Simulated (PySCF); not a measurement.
# C2H2BF2 radical: geometry, EPR parameters

Wanted: the EPR parameters of C2H2BF2 radical (`[H]/[C]=C/B(F)F`), by calculation.

The runs use PySCF 2.14.0, with density-fitted response routines of our own; the level of theory stands in each step. All values are computed, except where a source is named. Atoms are numbered from 0 throughout.

## Step 1: The molecule as given

7 atoms, charge 0, multiplicity 2; geometry from: GFN2-xTB.

Bonds of the start (Å): C0–C1 1.30, C1–B2 1.56, B2–F3 1.32, B2–F4 1.32, C0–H5 1.07, C1–H6 1.10.

## Step 2: Geometry optimisation at PBE0-D3(BJ)/def2-SVP

The job: settings as JSON, then the geometry in Å.

```
{"job": {"xc": "PBE0", "basis": "def2-SVP", "d3": "d3bj", "grid": 1, "kind": "geom"}, "charge": 0, "multiplicity": 2}
C      1.326830    -0.312220     0.546650
C      0.404220     0.168740    -0.232150
B     -1.122760    -0.037910    -0.020790
F     -1.640860    -0.727460     0.972350
F     -2.011790     0.480050    -0.847700
H      2.388210    -0.332540     0.642080
H      0.662820     0.771160    -1.114590
```

The log of the run:

```text
step   0  E = -301.43026108  max force = 0.020547
step   1  E = -301.43152434  max force = 0.003637
step   2  E = -301.43170539  max force = 0.002729
step   3  E = -301.43177062  max force = 0.000499
step   4  E = -301.43178930  max force = 0.000985
step   5  E = -301.43180016  max force = 0.000501
step   6  E = -301.43179881  max force = 0.001073
step   7  E = -301.43180154  max force = 0.000790
step   8  E = -301.43180164  max force = 0.000272
optimisation converged
```

It took 33 s on 1 thread, shared host.

Along the way:

| step | energy from step 0 (eV) | largest force component (eV/Å) |
| --- | --- | --- |
| 0 | 0.0000 | 1.0566 |
| 1 | -0.0344 | 0.1870 |
| 2 | -0.0393 | 0.1403 |
| 3 | -0.0411 | 0.0257 |
| 4 | -0.0416 | 0.0507 |
| 5 | -0.0419 | 0.0258 |
| 6 | -0.0418 | 0.0552 |
| 7 | -0.0419 | 0.0406 |
| 8 | -0.0419 | 0.0140 |

Close pairs (by a distance rule), those that changed most:

| bond | before (Å) | after (Å) | change (Å) |
| --- | --- | --- | --- |
| C0–H5 | 1.066 | 1.092 | +0.026 |
| C0–C1 | 1.300 | 1.318 | +0.018 |
| C1–H6 | 1.099 | 1.105 | +0.005 |
| B2–F3 | 1.315 | 1.319 | +0.003 |
| C1–B2 | 1.555 | 1.553 | -0.002 |
| B2–F4 | 1.320 | 1.320 | +0.000 |

The end geometry stands in the next job.

| at the end point | value |
| --- | --- |
| rotational constants (GHz, main isotopes) | 9.823, 3.966, 2.826 |
| dipole moment (D) | 2.21 |
| ⟨S²⟩ | 0.767 |

## Step 3: EPR parameters: B3LYP/IGLO-III+pcH-1

The job: settings as JSON, then the geometry in Å.

```
{"job": {"kind": "epr"}, "charge": 0, "multiplicity": 2}
C      1.313249    -0.256218     0.555625
C      0.375477     0.196093    -0.252446
B     -1.133502    -0.083790    -0.014282
F     -1.577652    -0.736634     1.041767
F     -2.034317     0.333511    -0.884546
H      2.401656    -0.231959     0.639312
H      0.661760     0.788817    -1.139579
```

Level: UKS B3LYP, IGLO-III on B C F, pcH-1 on H, non-relativistic, mean-field spin-orbit, GIAO.

The log of the run:

```text
UKS, coarse grid
  cycle   1  E = -302.03394267  |g| = 5.07e-01
  cycle   2  E = -301.94033810  |g| = 7.85e-01
  cycle   3  E = -302.11734676  |g| = 5.06e-02
  cycle   4  E = -302.11841404  |g| = 2.50e-02
  cycle   5  E = -302.11878464  |g| = 7.94e-03
  cycle   6  E = -302.11882419  |g| = 4.85e-03
  cycle   7  E = -302.11885117  |g| = 1.51e-03
  cycle   8  E = -302.11885975  |g| = 8.66e-04
UKS, final grid
  cycle   1  E = -302.11884388  |g| = 9.53e-04
  cycle   2  E = -302.11884388  |g| = 1.51e-03
  cycle   3  E = -302.11884479  |g| = 2.47e-04
  cycle   4  E = -302.11884496  |g| = 2.24e-04
  cycle   5  E = -302.11884507  |g| = 1.21e-04
  cycle   6  E = -302.11884508  |g| = 8.84e-06
  cycle   7  E = -302.11884508  |g| = 4.07e-06
E = -302.11884508 Eh   <S^2> = 0.7604 (exact 0.7500)
g shifts (ppm)      1          2          3
  rmc          -145       -145       -145
  gc             28          9          4
  oz_so        -882        -51        945
  total        -999       -187        804
hyperfine (MHz)  atom isotope    a_iso     a_fc   dipolar eigenvalues
    0   13C     327.82     327.82    -81.49    -58.21    139.70
    1   13C       5.30       5.30    -18.58      3.67     14.91
    2   11B      63.02      63.02     -4.22     -2.41      6.63
    3   19F      -5.32      -5.32    -12.90      5.13      7.76
    4   19F       0.93       0.93    -13.84      1.25     12.59
    5    1H      61.03      61.03    -31.63     -8.20     39.83
    6    1H     195.35     195.35     -4.87     -2.20      7.07
```

Wall time 27 s (1 thread, shared host).

Principal g values 2.00132, 2.00213, 2.00312; g(iso) = 2.00219, against 2.00232 for a free electron.

Hyperfine couplings; where a row names several nuclei, a(iso) is their mean (it holds for fast rotation or exchange) and the dipolar term the largest among them:

| nuclei | isotope | a(iso) (MHz) | a(iso) (G, at g = 2.0023) | largest dipolar term (MHz) |
| --- | --- | --- | --- | --- |
| C0 | 13C | 327.8 | 117.0 | 139.7 |
| H6 | 1H | 195.4 | 69.7 | 7.1 |
| B2 | 11B | 63.0 | 22.5 | 6.6 |
| H5 | 1H | 61.0 | 21.8 | 39.8 |
| C1 | 13C | 5.3 | 1.9 | -18.6 |
| F3, F4 | 19F | -2.2 | -0.8 | -13.8 |

Mulliken spin populations:

| atom | value (e) |
| --- | --- |
| C0 | 1.01 |
| C1 | -0.14 |
| B2 | 0.03 |
| F3 | 0.00 |
| F4 | 0.00 |
| H5 | 0.02 |
| H6 | 0.09 |

In first order the couplings over 0.8 MHz of 1H, 11B, 19F give 48 distinct lines over 160.5 G, if the averaged nuclei exchange fast.

## Step 4: Outcome

| quantity | value |
| --- | --- |
| rotational constants (main isotopes) | 9.82, 3.97, 2.83 GHz |
| g(iso) (B3LYP) | 2.00219 |
| ⟨S²⟩ | 0.760 (exact 0.75) |
| largest a(iso) (averaged by class) | 13C on C0, 327.8 MHz |

Over 8 steps the energy fell by 0.042 eV; of the close pairs, C0–H5 changed most, 1.066 to 1.092 Å. C0 carries the largest spin population, 1.01 e. The isotropic g lies 0.1 ppt below the free-electron value.
